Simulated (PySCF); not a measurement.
# CH8SeSi2: the cost of one run

Computed with PySCF 2.14.0, with density-fitted response routines of our own, on a single molecule in the gas phase. Atoms are numbered from 0 throughout.

## 1. The molecule as given

12 atoms, charge 0, multiplicity 1; geometry from: GFN2-xTB. The atoms were then displaced at random by about 0.01 Å, so the start is not that level's minimum.

Bonds of the start (Å): C0–Si1 1.87, Si1–Se2 2.30, Se2–Si3 2.31, C0–H4 1.08, C0–H5 1.10, C0–H6 1.11, Si1–H7 1.46, Si1–H8 1.44, Si3–H9 1.41, Si3–H10 1.48, Si3–H11 1.47.

## 2. Geometry optimisation at PBE0-D3(BJ)/def2-SVP

The job: settings as JSON, then the geometry in Å.

```
{"job": {"xc": "PBE0", "basis": "def2-SVP", "d3": "d3bj", "grid": 1, "shake": 0.01, "kind": "geom"}, "charge": 0, "multiplicity": 1}
C     -1.786360     0.540520     0.282700
Si    -0.937390    -1.052100    -0.201450
Se     0.995560    -0.583980    -1.348040
Si     2.334110     0.372390     0.278200
H     -1.214940     1.140470     0.968070
H     -2.769220     0.367150     0.742230
H     -1.975490     1.183150    -0.596550
H     -0.543000    -1.812360     0.983200
H     -1.702770    -1.834750    -1.132250
H      3.585340     0.581910    -0.348490
H      1.670280     1.620770     0.710410
H      2.383600    -0.551450     1.417670
```

Run with:

```
$ OMP_NUM_THREADS=1 python probes_run.py task.json out
```

The driver reads the jobs from task.json and runs them one after another.

**Question.** How long does this first job take on 1 thread of Arm Neoverse V1, shared host, and how much memory does it need?

About 33 s, with a peak of 0.5 GiB.
